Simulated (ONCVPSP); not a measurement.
**Pseudopotential generation for Cl: ONCV, PBE**

Aim: build the potential from the settings below, then test how well it stands in for the atom: other configurations, scattering, ghost states and the plane-wave cutoff that it needs.

Method: ONCVPSP 4.0.1.1 (patched build), PBE, scalar-relativistic.

**1. Settings**

Typed settings, in words:

```
element                 : chlorine (Cl, Z = 17)
type                    : optimised norm-conserving Vanderbilt (ONCV)
frozen core             : [He]
valence charge          : 15
reference configuration : 2s2 2p6 3s1.5 3p5.5
partial waves           : 2s+3s: rc 0.85 bohr, ncon 4, nbas 7, qcut 11.2 1/bohr, 3 projectors, debl 3 Ha; 2p+3p: rc 0.70 bohr, ncon 4, nbas 7, qcut 21.2 1/bohr, 2 projectors; d scattering state at 0.14 Ha: rc 0.90 bohr, ncon 4, nbas 7, qcut 11.3 1/bohr, 2 projectors, debl 1.5 Ha
local potential         : polynomial inside 0.50 bohr (lpopt 2, dvloc0 0 Ha)
core correction         : Teter function fitted to the true core (icmod 2), fcfact 0.45
```

**2. Generating the potential**

Cl.dat reads:

```
# ATOM AND REFERENCE CONFIGURATION
# atsym  z   nc   nv     iexc    psfile
  Cl 17.00    1    4        4      upf
#
#   n    l    f
    1    0    2.00
    2    0    2.00
    2    1    6.00
    3    0    1.50
    3    1    5.50
#
# PSEUDOPOTENTIAL AND OPTIMIZATION
# lmax
    2
#
#   l,   rc,      ep,       ncon, nbas, qcut
    0    0.85    0.00    4    7   11.20
    1    0.70    0.00    4    7   21.20
    2    0.90    0.14    4    7   11.30
#
# LOCAL POTENTIAL
# lloc, lpopt,  rc(5),   dvloc0
    4    2    0.50    0.00
#
# VANDERBILT-KLEINMAN-BYLANDER PROJECTORs
# l, nproj, debl
    0    3    3.00
    1    2    2.50
    2    2    1.50
#
# MODEL CORE CHARGE
# icmod, fcfact, rcfact
    2    0.45    1.15
#
# LOG DERIVATIVE ANALYSIS
# epsh1, epsh2, depsh
  -11.00    5.00    0.04
#
# OUTPUT GRID
# rlmax, drl
    6.00    0.01
#
# TEST CONFIGURATIONS
# ncnf
    4
# nvcnf
#   n    l    f
    4
    2    0    2.00
    2    1    6.00
    3    0    2.00
    3    1    5.00
#
    4
    2    0    2.00
    2    1    6.00
    3    0    2.00
    3    1    4.00
#
    4
    2    0    2.00
    2    1    6.00
    3    0    2.00
    3    1    3.00
#
    4
    2    0    2.00
    2    1    6.00
    3    0    2.00
    3    1    4.50
#
```

On the command line:

```sh
$ oncvpsp.x < Cl.dat > Cl.out
```

What does the calculation give? Wanted: cutoffs for 1 and 0.1 mHa per electron, occupied waves; bound ghosts; GHOST(+) flags; largest test error; largest phase difference near zero energy, channels read; rms error of d²Exc/dn², without and with the model core.

The runs gave:

| quantity | value |
| --- | --- |
| cutoffs for 1 and 0.1 mHa per electron, occupied waves | 174 Ha and 195 Ha |
| bound ghosts | none found |
| GHOST(+) flags | none at low energy |
| largest test error (AE − PS) | +7.0 meV, for 2s2 2p6 3s2 3p3 |
| largest phase difference near zero energy, channels read | 0.000 rad |
| rms error of d²Exc/dn², without and with the model core | 2.07 and 2.89 mHa |

By total energies transferability is good: the largest error is 7.0 meV on 33.3 eV, for 2s2 2p6 3s2 3p3. It counts as very hard, with 174 Ha needed at the looser tolerance. It is free of bound ghosts as far as tested. Near zero energy the phases of the channels with partial waves agree within 0.001 rad. All of this concerns the isolated atom, not yet a solid.
